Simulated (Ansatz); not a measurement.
# Si2SnB3: further runs on a relaxed guess

Aim: for this structure of Si2SnB3, see whether it has a gap, which orbitals make up the states near it and how charge is shared.

Computed with Ansatz 0.2.0 (DFT PBE, scalar-relativistic, plane waves, PAW, unless a step's input says otherwise).

1 further run of the same task is left out (set aside as unsound or not needed).

## Step 1: The system as given

Symmetry: P6/mmm, No. 191, hexagonal system. Conventional cell: a = 5.264 Å, b = 5.264 Å, c = 3.156 Å, α = 90.00°, β = 90.00°, γ = 120.00°. Around Si (site symmetry -6m2) lie 6 B at 2.19 Å and 3 Si at 3.04 Å and 3 Sn at 3.04 Å. Around Sn (site symmetry 6/mmm) lie 6 Si at 3.04 Å and 12 B at 3.07 Å and 2 Sn at 3.16 Å. B (site symmetry mmm) has 4 Si at 2.19 Å and 4 B at 2.63 Å and 4 Sn at 3.07 Å as nearest neighbours.

Structure file:

```
CELL_PARAMETERS angstrom
5.26357 0.00000 0.00000
-2.63178 4.55839 0.00000
0.00000 0.00000 3.15595
ATOMIC_POSITIONS crystal
Si 0.66667 0.33333 0.00000
Si 0.33333 0.66667 0.00000
Sn 0.00000 0.00000 0.00000
B 0.50000 0.00000 0.50000
B 0.00000 0.50000 0.50000
B 0.50000 0.50000 0.50000
```

It is the end of an earlier relaxation with the same method, from a database cell with other species swapped in; it needn't be the stable form of this composition. At a tolerance of 0.05 Å it has space group P6/mmm (No. 191); it has 12.62 Å³/atom, an uncorrected energy of +1.03 eV/atom over the elements.

## Step 2: Electronic structure at the relaxed geometry

Input file input.yaml:

```yaml
crystal:
  lattice:
    - [5.2635696413, 0.0, 0.0]
    - [-2.6317848206, 4.558385024, 0.0]
    - [0.0, 0.0, 3.1559530595]
  atoms:
    - { symbol: Si, position: [0.6666666667, 0.3333333333, 0.0] }
    - { symbol: Si, position: [0.3333333333, 0.6666666667, 0.0] }
    - { symbol: Sn, position: [0.0, 0.0, 0.0] }
    - { symbol: B, position: [0.5, 0.0, 0.5] }
    - { symbol: B, position: [0.0, 0.5, 0.5] }
    - { symbol: B, position: [0.5, 0.5, 0.5] }
basis:
  ecutwfc: 420
kpoints:
  mp_grid: { grid: [12, 12, 12] }
  band_path:
    path:
      - [[0.0, 0.0, 0.0], [0.5, 0.0, 0.0], [0.33333333, 0.33333333, 0.0], [0.0, 0.0, 0.0], [0.0, 0.0, 0.5], [0.5, 0.0, 0.5], [0.33333333, 0.33333333, 0.5], [0.0, 0.0, 0.5]]
      - [[0.5, 0.0, 0.5], [0.5, 0.0, 0.0]]
      - [[0.33333333, 0.33333333, 0.5], [0.33333333, 0.33333333, 0.0]]
    npoints: 14
hamiltonian:
  xc: pbe
scf:
  occupations: { method: gaussian, width: 0.1 }
  n_extra_bands: 15
output:
  forces: true
  stress: true
  eigenvalues: true
  populations: true
  dos: { projected: true, de: 0.02, nscf_kmesh: { grid: [15, 15, 15] } }
  bader: true
  write_density: true
  write_potential: true
  elf: true
  volumetric_format: npy
```

Launch:

```bash
$ ansatz run input.yaml --threads 1 --pin off --max-ram 2560MiB --backend cpu --events-out ev --progress --plain --runs-dir out
```

Output:

```text
Warning: RAYON_NUM_THREADS=1 ignored (pool sized by the plan → 1); use --threads N
scf.n_extra_bands = 15 over 16 filled bands (N_el = 31.0): the run solves 31 bands
Engine: ansatz 0.2.0, x86_64-unknown-linux-gnu
Pseudopotentials: kind: paw
Pseudopotential: Si, paw, valence charge 4, recommended cutoff 420 eV (normal), Si.paw.azcp
Pseudopotential: Sn, paw, valence charge 14, recommended cutoff 420 eV (normal), Sn.paw.azcp
Pseudopotential: B, paw, valence charge 3, recommended cutoff 420 eV (normal), B.paw.azcp
Functional definition: PBE
  parameter kappa = 0.804
  parameter beta = 0.06672455060314922
  exchange = pbe_x(kappa = kappa, mu = beta*pi^2/3)
  correlation = pbe_c(beta = beta)
Crystal: 6 atoms, lattice volume = 75.722 Å³
Basis set: ecut = 420 eV, 1493 PW (Γ), exchange–correlation on 72×72×48 points (8 copies of the dense FFT grid, shifted against one another)
Bands: 31, of which v1, the nominal top of the filled ones, is band 16 counted from 1 (15 counted from 0)
Symmetry: 24 space group operations
Space group: P6/mmm (ITA 191), of the structure as read, at distance tolerance 4.2e-5 Å
k-points: 133 of 1728
Non-local potential: Si, projectors of the file, l = 0: 2, l = 1: 2, l = 2: 2
Non-local potential: Sn, projectors of the file, l = 0: 2, l = 1: 2, l = 2: 2, l = 3: 2
Non-local potential: B, projectors of the file, l = 0: 2, l = 1: 2, l = 2: 1
PAW form: soft (Blöchl's): semilocal exchange-correlation on the pseudo side does not see the compensation charge
PAW one-centre angular grid: Si, 110 points (default); XC on 64 Gauss nodes
PAW one-centre angular grid: Sn, 590 points (default); XC on 64 Gauss nodes
PAW one-centre angular grid: B, 110 points (default); XC on 64 Gauss nodes
Initial density: superposition of atomic densities (neutral atoms: chi_scale 0, normalization atom), corrected by the library's trained network
Initial wavefunctions: pseudopotential atomic-orbital guess
Functional: x = pbe(κ = 0.804, μ = 0.2195149727645171), c = pbe(β = 0.06672455060314922)
SCF iter   1: F=—  HF=-7757.411210 eV  |F-HF|=—  |Δ(HF+E_count)|=         —  Δρ=4.67e-3  dr2=1.54e-2  ethr=1.77e-3  ⟨swp⟩=5.4  Hψ=20481  notcnv=0  defer=358
preconditioner: auto → none  [metal: Δε(μ)=0.007 eV  Ē_g=17.174 eV  σ=0.100 eV  W_gap=0.04  n_scr=8 (ndim 8)  ℏωp=23.8 eV  f_vac=0.000  D(μ)=1.76/eV (n_scr^D=8)  sad-step TF]
SCF iter   2: F=—  HF=-7757.409540 eV  |F-HF|=—  |Δ(HF+E_count)|=   1.67e-3  Δρ=2.83e-3  dr2=6.19e-3  ethr=4.97e-5  ⟨swp⟩=1.0  Hψ=5187  notcnv=0  defer=432
SCF iter   3: F=—  HF=-7757.408623 eV  |F-HF|=—  |Δ(HF+E_count)|=   9.17e-4  Δρ=9.33e-4  dr2=6.84e-4  ethr=2.00e-5  ⟨swp⟩=2.4  Hψ=4996  notcnv=0  defer=432
SCF iter   4: F=—  HF=-7757.408289 eV  |F-HF|=—  |Δ(HF+E_count)|=   3.34e-4  Δρ=3.14e-4  dr2=8.80e-5  ethr=2.21e-6  ⟨swp⟩=2.0  Hψ=3987  notcnv=0  defer=432
SCF iter   5: F=—  HF=-7757.408272 eV  |F-HF|=—  |Δ(HF+E_count)|=   1.67e-5  Δρ=6.88e-5  dr2=4.30e-6  ethr=2.84e-7  ⟨swp⟩=2.0  Hψ=5084  notcnv=0  defer=432
SCF iter   6: F=—  HF=-7757.408271 eV  |F-HF|=—  |Δ(HF+E_count)|=   1.52e-6  Δρ=1.82e-5  dr2=2.00e-7  ethr=1.39e-8  ⟨swp⟩=2.2  Hψ=4948  notcnv=0  defer=432
SCF iter   7: F=-7757.408271 eV  HF=-7757.408271 eV  |F-HF|=2.19e-8  |Δ(HF+E_count)|=   9.78e-8  Δρ=5.01e-6  dr2=1.92e-8  ethr=3.23e-10  ⟨swp⟩=13.7  Hψ=28016  notcnv=0
SCF 1 converged in 7 iterations: F = -7757.408271 eV  dr2 = 1.92e-8
NSCF: frozen V_eff on 129 k-points
NSCF: frozen V_eff on 216 k-points
SCF converged after 7 iterations
Free energy (F): -7757.408271 eV
Harris-Foulkes:  -7757.408271 eV  (|F-HF|=2.19e-8)
Internal energy: -7757.399417 eV  (E = F + TS)
E sigma→0 (E₀):  -7757.403844 eV
Entropy (-TS):   -0.008854 eV (-1.476 meV/atom)
Fermi energy:    10.946411 eV
--- Per-component energies (eV) ---
  E_band       = 4.207677
  E_kinetic    = 401.736351
  E_local      = -979.850522  (includes V_loc(G=0)·N_el)
  E_nonlocal   = 56.812481
  E_hartree    = 596.415919
  E_xc         = -588.728271
  E_vxc        = -303.211847  (∫ρ·V_xc dr)
  E_paw        = -5394.671300  (= ΣΔE_a)
  E_vpaw       = -364.116057  (= ΣTr[D̂ρ^β])
  E_aug_tail   = 0.000005  (compensation charges beyond the density's cutoff)
  E_ewald      = -1849.114080
  E_smearing   = -0.008854  (= −TS)
  E_closure    = 0.000000  (closes the sum)
  Σ components = -7757.408271   (vs F -7757.408271, Δ=0.00e0)
--- Forces (eV/Å), atoms counted from 1 ---
  atom   1  Si    -0.00000000    -0.00000000     0.00000000
  atom   2  Si     0.00000000     0.00000000     0.00000000
  atom   3  Sn     0.00000000     0.00000000     0.00000000
  atom   4  B      0.00000000     0.00000000     0.00000000
  atom   5  B      0.00000000     0.00000000     0.00000000
  atom   6  B      0.00000000     0.00000000     0.00000000
  max |Σ_I F_I| component: 4.63e-18 eV/Å
--- Stress (GPa, compression-positive) ---
        0.021642      -0.000000       0.000000
       -0.000000       0.021642       0.000000
        0.000000       0.000000      -0.014645
  P = ⅓ Tr σ = 0.0095 GPa (0.095 kbar)
--- Band table (eV; the first three rows and the last of 133) ---
  k-point 0: bands = ["-10.9247", "-10.8193", "-10.8193", "-10.7239", "-10.7239", "-3.2408", "1.5166", "3.3066", "3.3066", "4.2801", "5.1341", "5.1341", "8.2186", "12.4229", "12.4229", "12.7617", "13.5345", "13.5345", "14.6879", "14.9851", "16.3879", "17.1609", "17.1609", "18.0408", "18.0408", "18.2630", "19.5264", "19.9194", "19.9194", "21.1196", "21.1196"]
  k-point 1: bands = ["-10.9076", "-10.8184", "-10.8184", "-10.7304", "-10.7304", "-3.1447", "1.6125", "3.3862", "3.3862", "4.3689", "5.2402", "5.2402", "7.4562", "11.9419", "11.9419", "13.2998", "13.6032", "13.6032", "13.6266", "15.0387", "16.4457", "16.4457", "17.3143", "17.9029", "18.3859", "18.3859", "19.6448", "20.2323", "20.2323", "20.5507", "20.5507"]
  k-point 2: bands = ["-10.8610", "-10.8161", "-10.8161", "-10.7480", "-10.7480", "-2.8568", "1.8978", "3.6244", "3.6244", "4.5942", "5.5568", "5.5568", "6.0308", "10.8567", "10.8567", "11.4529", "13.7434", "13.7434", "14.7411", "15.0266", "15.0266", "15.1915", "16.2334", "18.9425", "18.9425", "19.8812", "20.1208", "20.3417", "20.3417", "21.2626", "21.2626"]
  k-point 132: bands = ["-10.8205", "-10.8205", "-10.8049", "-10.8049", "-10.6648", "1.8298", "1.8298", "1.8460", "1.8460", "3.4184", "4.5378", "7.9409", "8.9237", "8.9237", "9.2854", "10.2886", "10.2886", "13.0446", "13.7650", "13.7650", "14.5211", "14.7586", "14.8619", "14.8619", "18.2645", "19.1557", "19.1557", "19.9350", "19.9350", "24.5855", "24.5855"]
--- Löwdin populations: 6 sites ---
  site symbol       q [e]
     0     Si      3.3767
     1     Si      3.3767
     2     Sn     13.3936
     3      B      3.5296
     4      B      3.5296
     5      B      3.5296
  spilling = 0.008526 (of n_electrons = 31.000000)
--- Bader charges: 6 sites ---
  site symbol  charge [e]  shift [e]
     0     Si      0.9275     0.0059
     1     Si      0.9275     0.0059
     2     Sn      0.6157     0.0000
     3      B     -0.8236     0.0040
     4      B     -0.8236     0.0040
     5      B     -0.8236     0.0040
  estimated error of the sums over rays = 7.1e-4 e
```

It took 56 s on 1 thread of AMD EPYC 9R45 (Zen 5), shared host; peak memory 0.62 GiB.

Per atom:

```csv
atom,Löwdin electrons,Bader charge (e),Bader volume (Å³)
Si1,3.38,+0.93,10.4
Si2,3.38,+0.93,10.4
Sn3,13.39,+0.62,19.6
B4,3.53,-0.82,11.8
B5,3.53,-0.82,11.8
B6,3.53,-0.82,11.8
```

The Löwdin counts miss 0.26 of the 31 electrons, which the atomic orbitals do not span, so they are no charges.

From bands.tsv, the levels nearest the Fermi level at the path's corners, in eV from the Fermi level:

```
point  band 12  band 13  band 14  band 15  band 16  band 17  band 18  band 19
    Γ    -5.81    -2.73     1.48     1.48     1.81     2.59     2.59     3.74
    M    -1.97    -1.77    -1.77    -0.83     1.11     1.40     1.66     2.92
    K    -1.29    -1.29    -0.35     0.62     0.62     1.13     1.41     2.71
    Γ    -5.81    -2.73     1.48     1.48     1.81     2.59     2.59     3.74
    A    -4.41    -4.41    -3.50    -2.30    -2.30    -1.93    -1.93    -1.82
    L    -5.02    -5.01    -0.33    -0.16     0.12     0.37     1.43     1.44
    H    -3.00    -2.02    -2.02    -1.66    -0.66    -0.66     2.10     2.82
    A    -4.41    -4.41    -3.50    -2.30    -2.30    -1.93    -1.93    -1.82
    L    -5.02    -5.01    -0.33    -0.16     0.12     0.37     1.43     1.44
    M    -1.97    -1.77    -1.77    -0.83     1.11     1.40     1.66     2.92
    H    -3.00    -2.02    -2.02    -1.66    -0.66    -0.66     2.10     2.82
    K    -1.29    -1.29    -0.35     0.62     0.62     1.13     1.41     2.71
```

States per cell in windows of 1 eV, from dos.tsv and pdos.tsv (zero at the Fermi level):

```
from  to  total  Si 3s  Si 3p  Sn 5s  Sn 5p  B 2s  B 2p
  -8  -7   1.54   0.10   0.50   0.17   0.09  0.27  0.40
  -7  -6   1.62   0.10   0.49   0.18   0.10  0.27  0.46
  -6  -5   1.67   0.12   0.39   0.17   0.17  0.25  0.56
  -5  -4   1.80   0.13   0.34   0.20   0.15  0.36  0.59
  -4  -3   2.04   0.13   0.38   0.18   0.15  0.35  0.81
  -3  -2   2.26   0.13   0.47   0.15   0.19  0.30  0.98
  -2  -1   2.05   0.13   0.41   0.09   0.20  0.29  0.88
  -1   0   2.13   0.12   0.37   0.06   0.36  0.26  0.89
   0   1   2.39   0.11   0.30   0.07   0.48  0.25  1.06
   1   2   2.34   0.11   0.29   0.07   0.50  0.18  1.05
   2   3   2.55   0.19   0.34   0.04   0.51  0.23  1.05
   3   4   3.41   0.22   0.44   0.04   0.60  0.19  1.68
   4   5   3.06   0.27   0.36   0.02   0.67  0.14  1.35
   5   6   1.49   0.13   0.32   0.01   0.36  0.07  0.47
```

A further 16 or so states lie below the table's range.

Density in a lattice plane of the grid's cell (edges 5.26 and 5.26 Å, at 0.000 of the third edge), which holds Si and Sn.

Ten even steps from '0' (0.07 e/Å³) to '9' (16.55 e/Å³):
```
742000000000000000000247
210000000000000000000133
000000000000000000000111
000000000000000000000000
000000000000000000000000
000000000000000000000000
000000000000000000000000
000000000000000000000000
000000000000000000000000
000000000000000000000000
000000000000000000000000
000000000000000000000000
000000000000000000000000
000000000000000000000000
000000000000000000000000
000000000000000000000000
011100000000000000000000
233100000000000000000001
774200000000000000000024
974100000000000000000147
```
Columns run along the first of these edges and rows up along the second, over one cell in 24 and 20 even steps from the bottom left corner. Atoms in the plane (fractional): Si at (0.67, 0.33), Si at (0.33, 0.67), Sn at (0.00, 0.00).

ELF in the same plane.

Values, 12 rows by 12 columns:
```
0.05 0.27 0.28 0.22 0.29 0.39 0.39 0.28 0.21 0.28 0.28 0.05
0.31 0.28 0.27 0.40 0.49 0.49 0.50 0.40 0.25 0.28 0.32 0.28
0.24 0.22 0.40 0.43 0.26 0.26 0.45 0.40 0.21 0.24 0.28 0.28
0.16 0.29 0.49 0.26 0.62 0.26 0.49 0.29 0.16 0.21 0.25 0.21
0.21 0.39 0.49 0.26 0.26 0.48 0.40 0.23 0.29 0.40 0.40 0.28
0.25 0.39 0.50 0.45 0.49 0.40 0.27 0.40 0.49 0.45 0.50 0.39
0.21 0.28 0.40 0.40 0.29 0.23 0.40 0.48 0.26 0.26 0.49 0.39
0.16 0.21 0.25 0.21 0.16 0.29 0.49 0.26 0.62 0.26 0.49 0.29
0.24 0.28 0.28 0.24 0.21 0.40 0.45 0.26 0.26 0.43 0.40 0.22
0.31 0.28 0.32 0.28 0.25 0.40 0.50 0.49 0.49 0.40 0.27 0.28
0.05 0.05 0.28 0.28 0.21 0.28 0.39 0.39 0.29 0.22 0.28 0.27
0.00 0.05 0.31 0.24 0.16 0.21 0.25 0.21 0.16 0.24 0.31 0.05
```
Columns run along the first of these edges and rows up along the second, over one cell in 12 and 12 even steps from the bottom left corner. Atoms in the plane (fractional): Si at (0.67, 0.33), Si at (0.33, 0.67), Sn at (0.00, 0.00).

Both are smooth fields of the valence electrons: close to the nuclei they are not physical.

Outside the cores ELF peaks at 0.84 on the B–Si line, 0.8 Å from B.

## Step 3: Changed: preconditioner kerker_dos

Input file input.yaml:

```yaml
crystal:
  lattice:
    - [5.2635696413, 0.0, 0.0]
    - [-2.6317848206, 4.558385024, 0.0]
    - [0.0, 0.0, 3.1559530595]
  atoms:
    - { symbol: Si, position: [0.6666666667, 0.3333333333, 0.0] }
    - { symbol: Si, position: [0.3333333333, 0.6666666667, 0.0] }
    - { symbol: Sn, position: [0.0, 0.0, 0.0] }
    - { symbol: B, position: [0.5, 0.0, 0.5] }
    - { symbol: B, position: [0.0, 0.5, 0.5] }
    - { symbol: B, position: [0.5, 0.5, 0.5] }
basis:
  ecutwfc: 420
kpoints:
  mp_grid: { grid: [12, 12, 12] }
hamiltonian:
  xc: pbe
scf:
  occupations: { method: gaussian, width: 0.1 }
  mixing: { preconditioner: kerker_dos }
output:
  forces: true
  eigenvalues: true
  stress: true
```

Launch:

```bash
$ ansatz run input.yaml --threads 1 --pin off --max-ram 2560MiB --backend cpu --events-out ev --progress --plain --runs-dir out
```

Output:

```text
Warning: RAYON_NUM_THREADS=1 ignored (pool sized by the plan → 1); use --threads N
[... 10 set-up lines as earlier in the session ...]
Crystal: 6 atoms, lattice volume = 75.722 Å³
Basis set: ecut = 420 eV, 1493 PW (Γ), exchange–correlation on 72×72×48 points (8 copies of the dense FFT grid, shifted against one another)
Bands: 22, of which v1, the nominal top of the filled ones, is band 16 counted from 1 (15 counted from 0)
[... 2 set-up lines as earlier in the session ...]
k-points: 133 of 1728
[... 10 set-up lines as earlier in the session ...]
SCF iter   1: F=—  HF=-7757.411413 eV  |F-HF|=—  |Δ(HF+E_count)|=         —  Δρ=4.67e-3  dr2=1.51e-2  ethr=1.77e-3  ⟨swp⟩=5.9  Hψ=15004  notcnv=0
SCF iter   2: F=—  HF=-7757.409209 eV  |F-HF|=—  |Δ(HF+E_count)|=   2.20e-3  Δρ=2.67e-3  dr2=5.02e-3  ethr=4.88e-5  ⟨swp⟩=1.0  Hψ=3991  notcnv=0
SCF iter   3: F=—  HF=-7757.408432 eV  |F-HF|=—  |Δ(HF+E_count)|=   7.77e-4  Δρ=6.34e-4  dr2=3.03e-4  ethr=1.62e-5  ⟨swp⟩=2.3  Hψ=4639  notcnv=0
SCF iter   4: F=—  HF=-7757.408281 eV  |F-HF|=—  |Δ(HF+E_count)|=   1.51e-4  Δρ=2.52e-4  dr2=4.68e-5  ethr=9.79e-7  ⟨swp⟩=2.0  Hψ=4149  notcnv=0
SCF iter   5: F=—  HF=-7757.408275 eV  |F-HF|=—  |Δ(HF+E_count)|=   6.19e-6  Δρ=9.63e-5  dr2=5.65e-6  ethr=1.51e-7  ⟨swp⟩=2.0  Hψ=4750  notcnv=0
SCF iter   6: F=—  HF=-7757.408271 eV  |F-HF|=—  |Δ(HF+E_count)|=   3.74e-6  Δρ=2.35e-5  dr2=3.57e-7  ethr=1.82e-8  ⟨swp⟩=2.0  Hψ=4502  notcnv=0
SCF iter   7: F=-7757.408271 eV  HF=-7757.408271 eV  |F-HF|=2.78e-8  |Δ(HF+E_count)|=   2.14e-7  Δρ=5.90e-6  dr2=2.03e-8  ethr=3.23e-10  ⟨swp⟩=8.2  Hψ=13392  notcnv=0
SCF 1 converged in 7 iterations: F = -7757.408271 eV  dr2 = 2.03e-8
SCF converged after 7 iterations
Free energy (F): -7757.408271 eV
Harris-Foulkes:  -7757.408271 eV  (|F-HF|=2.78e-8)
Internal energy: -7757.399417 eV  (E = F + TS)
E sigma→0 (E₀):  -7757.403844 eV
Entropy (-TS):   -0.008854 eV (-1.476 meV/atom)
Fermi energy:    10.946416 eV
--- Per-component energies (eV) ---
  E_band       = 4.208354
  E_kinetic    = 401.736365
  E_local      = -979.850034  (includes V_loc(G=0)·N_el)
  E_nonlocal   = 56.812393
  E_hartree    = 596.415384
  E_xc         = -588.728306
  E_vxc        = -303.211894  (∫ρ·V_xc dr)
  E_paw        = -5394.671146  (= ΣΔE_a)
  E_vpaw       = -364.115830  (= ΣTr[D̂ρ^β])
  E_aug_tail   = 0.000005  (compensation charges beyond the density's cutoff)
  E_ewald      = -1849.114080
  E_smearing   = -0.008854  (= −TS)
  E_closure    = -0.000000  (closes the sum)
  Σ components = -7757.408271   (vs F -7757.408271, Δ=0.00e0)
--- Forces (eV/Å), atoms counted from 1 ---
  atom   1  Si    -0.00000000    -0.00000000     0.00000000
  atom   2  Si     0.00000000     0.00000000     0.00000000
  atom   3  Sn     0.00000000     0.00000000     0.00000000
  atom   4  B      0.00000000     0.00000000     0.00000000
  atom   5  B      0.00000000     0.00000000     0.00000000
  atom   6  B      0.00000000    -0.00000000     0.00000000
  max |Σ_I F_I| component: 2.10e-30 eV/Å
--- Stress (GPa, compression-positive) ---
        0.021666      -0.000000       0.000000
       -0.000000       0.021666       0.000000
        0.000000       0.000000      -0.014514
  P = ⅓ Tr σ = 0.0096 GPa (0.096 kbar)
--- Band table (eV; the first three rows and the last of 133) ---
  k-point 0: bands = ["-10.9246", "-10.8192", "-10.8192", "-10.7239", "-10.7239", "-3.2408", "1.5166", "3.3066", "3.3066", "4.2801", "5.1341", "5.1341", "8.2186", "12.4229", "12.4229", "12.7617", "13.5345", "13.5345", "14.6879", "14.9851", "16.3879", "17.1609"]
  k-point 1: bands = ["-10.9076", "-10.8184", "-10.8184", "-10.7303", "-10.7303", "-3.1447", "1.6125", "3.3862", "3.3862", "4.3689", "5.2402", "5.2402", "7.4562", "11.9419", "11.9419", "13.2998", "13.6033", "13.6033", "13.6266", "15.0387", "16.4457", "16.4457"]
  k-point 2: bands = ["-10.8610", "-10.8160", "-10.8160", "-10.7479", "-10.7479", "-2.8568", "1.8978", "3.6244", "3.6244", "4.5942", "5.5568", "5.5568", "6.0308", "10.8567", "10.8567", "11.4529", "13.7434", "13.7434", "14.7411", "15.0266", "15.0266", "15.1915"]
  k-point 132: bands = ["-10.8204", "-10.8204", "-10.8048", "-10.8048", "-10.6648", "1.8298", "1.8298", "1.8460", "1.8460", "3.4184", "4.5378", "7.9409", "8.9237", "8.9237", "9.2855", "10.2886", "10.2886", "13.0446", "13.7650", "13.7650", "14.5211", "14.7586"]
```

Run time: 5.2 s. Hardware: 1 thread of AMD EPYC 9R45 (Zen 5), shared host; peak memory 0.49 GiB.

```csv
run,ending,energy change,pressure (GPa),gap (eV),force (eV/Å),cycles,time
step 2,converged,0,0.0,0.00,0.00,7,56 s
variant,converged,0.0 meV/atom,0.0,0.00,0.00,7,5.2 s
```

Energy and cycle count are those of the reference, so the change (mixing) left the result and the number of cycles as they were.

## Step 4: What came out

```
                 quantity                          value
                      gap                   none (metal)
states at the Fermi level           2.29 per eV per cell
            Bader charges  Si +0.93, Sn +0.62, B -0.82 e
```

What this shows: It comes out metallic. Of the projected weight within 0.25 eV of the Fermi level, the largest part is B 2p (43 %) and Sn 5p (22 %). Charge transfer between the atoms is moderate (Bader charges up to 0.9 e).
